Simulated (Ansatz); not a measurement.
# Rb₃Hg, space group Pm-3m: a comparison of norm-conserving and PAW potentials

Computed with the Ansatz DFT code, driven from Python.

`nc_paw.py`
```python
'''Two kinds of potentials on Rb3Hg.'''

from dataclasses import dataclass

import ansatz
import numpy as np


@dataclass(frozen=True)
class RunConfig:
    functional: str = 'pbesol'
    k_spacing: float = 0.26
    occupations: str = 'methfessel_paxton'
    width_ev: float = 0.15
    scf_tol: float = 1e-09


settings = RunConfig()


def count_gap(report):
    # lowest empty less highest filled band, counting bands; zero where they overlap
    return max(report.get('gap_by_band_count_ev') or 0.0, 0.0)


def main() -> None:
    rb3hg = (
        ansatz.Lattice.of([6.330224, 0.0, 0.0], [0.0, 6.330224, 0.0], [0.0, 0.0, 6.330224])
        .atom('Rb', [0.0, 0.5, 0.5])
        .atom('Rb', [0.5, 0.0, 0.5])
        .atom('Rb', [0.5, 0.5, 0.0])
        .atom('Hg', [0.0, 0.0, 0.0])
    )

    calc = (
        rb3hg.calculation()
        .functional(settings.functional)
        .kpoints(spacing=settings.k_spacing)
        .occupations(settings.occupations, width=settings.width_ev)
        .scf(tolerance=settings.scf_tol)
        .stress()
        .forces()
        .band_table()
    )
    variants = {
        'PAW': calc.pseudopotentials('paw'),
        'norm-conserving': calc.pseudopotentials('nc'),
    }
    # totals differ by the cores that each treatment holds, so compare what does not depend on them
    rows = []
    for label, variant in variants.items():
        rep = variant.run(threads=1, pin='off').report
        levels = np.array(rep['eigenvalues_ev'][0]) - rep['fermi_energy_ev']
        print(label, 'levels at the first k-point near E_F:', np.round(levels[np.abs(levels) < 5], 3))
        rows.append((label, rep['n_electrons'], np.trace(rep['stress_gpa']) / 3, count_gap(rep)))
    for row in rows:
        print('; '.join(f'{name} = {round(v, 4) if isinstance(v, float) else v}' for name, v in zip(['treatment', 'electrons in bands', 'P GPa', 'gap by band count eV'], row)))


if __name__ == '__main__':
    main()
```

Output of `python nc_paw.py`:
```text
DeckWarning: basis.ecutwfc = 420 eV, auto-derived from the records' recommended cutoffs: set by Rb (normal level)
DeckWarning: output.stress: scf.convergence.dr2_threshold = 1e-9 eV is looser than the 4e-10 eV advised for a printed stress (1e-10 eV for each atom of the cell: 4). What an SCF threshold leaves in a [...]
PAW levels at the first k-point near E_F: [-4.473 -0.944  1.211  1.211  1.211  1.386  1.386  2.152]
DeckWarning: basis.ecutwfc = 897.975746 eV, auto-derived from the records' recommended cutoffs: set by Hg (normal level)
norm-conserving levels at the first k-point near E_F: [-4.48  -0.946  1.211  1.211  1.211  1.386  1.386  2.149]
treatment = PAW; electrons in bands = 47.0; P GPa = -0.3798; gap by band count eV = 0.0
treatment = norm-conserving; electrons in bands = 47.0; P GPa = -0.3793; gap by band count eV = 0.0
```
(Warnings from the package without file and line, shortened.)

PAW gives -0.380 GPa and norm-conserving -0.379 GPa, 0.000 GPa apart. They took 4.1 and 14.5 s of processor time.

Notes:
- The computed bands are complete only to about 1.1 eV above the Fermi level.
- For a metal this k-point mesh is coarse: on a finer one energies can move by several to tens of meV an atom and pressures by half a GPa or more, differences at one mesh by less.
- A gap by band count of zero or less means overlapping bands, a metal, and at an odd count of electrons it is no gap at all.
- The structure comes from a database of computed cells and needn't be a stable or known phase.
- Gaps and levels are Kohn-Sham values on a finite set of k-points, without spin-orbit coupling.
- Stress is positive in compression.
- Wall time of the script: 19 s on 1 thread of Arm Neoverse V1, on a shared host, peak memory 0.71 GiB.
